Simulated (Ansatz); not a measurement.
NbTe:

```
Te Nb
1.0
     3.70297    0.00000    0.00000
    -1.85149    3.20687    0.00000
     0.00000    0.00000    3.69421
Te Nb
1 1
Direct
  0.66667 0.33333 0.00000
  0.00000 0.00000 0.50000
```

The cell comes from a database or a generator and needn't be the stable form of this composition.

Base run:

| Property | Result |
| --- | --- |
| Program | Ansatz 0.2.0 |
| Functional | RPBE |
| Potentials or basis | Ansatz PAW |
| Cutoff | 420 eV (not typed: the program's choice for these potentials) |
| k mesh | 8 × 8 × 7 |
| Occupations | fermi-dirac, width 0.05 eV |
| Spin | no spin polarisation |

Its results: band gap on the k mesh none (metal or under the smearing width); pressure 1.5 GPa.

Task: After a change of settings the same cell gave: band gap on the k mesh none (metal or under the smearing width); pressure -0.6 GPa. Which change was it?
A. functional from RPBE to PBEsol
B. functional from RPBE to LDA
C. functional from RPBE to revPBE
D. functional from RPBE to PBE

Result: D.

PBE binds more tightly than RPBE, so the same cell stands under less pressure.

Caveats: spin-orbit coupling is left out, which moves the levels of the heavy elements; the PAW data sets come from PBE, with cores solved anew for the run's functional, which leaves a small shift of forces and pressure (some runs).
